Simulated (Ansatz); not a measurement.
# HfSi3O8: the cost of one run

Computed with Ansatz 0.2.0 (DFT PBE, scalar-relativistic, plane waves, PAW, unless a step names another level, unless a step's input says otherwise).

## Step 1: The system as given

It takes space group P-4 (No. 81, tetragonal). The conventional cell has a = 5.323 Å, b = 5.323 Å, c = 7.937 Å, α = 90.00°, β = 90.00°, γ = 90.00°. Hf (site symmetry -4) is surrounded by 4 O at 1.93 Å. Si (site symmetry -4) has 4 O at 1.64 Å as nearest neighbours. Si (site symmetry 2) has 4 O at 1.62 to 1.64 Å as nearest neighbours. Around O (site symmetry 1) lie 1 Si at 1.62 Å and 1 Hf at 1.93 Å. O (site symmetry 1) has 2 Si at 1.64 Å as nearest neighbours.

As a file:

```cif
data_structure
_symmetry_space_group_name_H-M 'P-4'
_symmetry_Int_Tables_number 81
_cell_length_a 5.3228
_cell_length_b 5.3228
_cell_length_c 7.9365
_cell_angle_alpha 90.000
_cell_angle_beta 90.000
_cell_angle_gamma 90.000
_cell_volume 224.86
loop_
_atom_site_label
_atom_site_type_symbol
_atom_site_symmetry_multiplicity
_atom_site_Wyckoff_symbol
_atom_site_fract_x
_atom_site_fract_y
_atom_site_fract_z
_atom_site_occupancy
Hf1 Hf 1 d 0.50000 0.50000 0.50000 1
Si1 Si 1 a 0.00000 0.00000 0.00000 1
Si2 Si 2 g 0.50000 0.00000 0.77814 1
O1 O 4 h 0.42269 0.76876 0.65548 1
O2 O 4 h 0.93040 0.25162 0.10908 1
```

The cell was relaxed beforehand at this level, from a generated guess; it needn't be the stable form of this composition. At a tolerance of 0.02 Å it has space group P-4 (No. 81); it has 18.74 Å³/atom, an uncorrected energy of -2.87 eV/atom over the elements and, on its mesh, gap 4.91 eV.

## Step 2: Seeking the band edges over the whole zone

The input, input.yaml:

```yaml
crystal:
  lattice:
    - [5.3228272445, 0.0, 0.0]
    - [0.0, 5.3228272445, 0.0]
    - [0.0, 0.0, 7.93650909]
  atoms:
    - { symbol: Hf, position: [0.5, 0.5, 0.5] }
    - { symbol: Si, position: [0.0, 0.0, 0.0] }
    - { symbol: Si, position: [0.5, 0.0, 0.7781413922] }
    - { symbol: Si, position: [0.0, 0.5, 0.2218586078] }
    - { symbol: O, position: [0.4226919822, 0.7687585125, 0.655480651] }
    - { symbol: O, position: [0.9303955131, 0.2516207265, 0.1090817262] }
    - { symbol: O, position: [0.7483792735, 0.9303955131, 0.8909182738] }
    - { symbol: O, position: [0.2312414875, 0.4226919822, 0.344519349] }
    - { symbol: O, position: [0.5773080178, 0.2312414875, 0.655480651] }
    - { symbol: O, position: [0.0696044869, 0.7483792735, 0.1090817262] }
    - { symbol: O, position: [0.2516207265, 0.0696044869, 0.8909182738] }
    - { symbol: O, position: [0.7687585125, 0.5773080178, 0.344519349] }
basis:
  ecutwfc: 420
kpoints:
  mp_grid: { grid: [4, 4, 4] }
  band_path: { path: [VBM, CBM], npoints: 2 }
hamiltonian:
  xc: pbe
scf:
  occupations: { method: gaussian, width: 0.02 }
output:
  forces: false
  stress: false
  eigenvalues: true
checkpoint:
  read: start.run
  write: ck
  compress: false
  write_wavefunctions: false
  write_every: 100000
```

Launch:

```
> ansatz run input.yaml --threads 1 --pin off --max-ram 2560MiB --backend cpu --events-out ev --progress --plain --runs-dir out
```

**Question.** How long does this run take on 1 thread of Intel Xeon Platinum 8375C at 2.90GHz (Ice Lake), shared host, and how much memory does it need?

About 2.7 min, with a peak of 0.61 GiB.
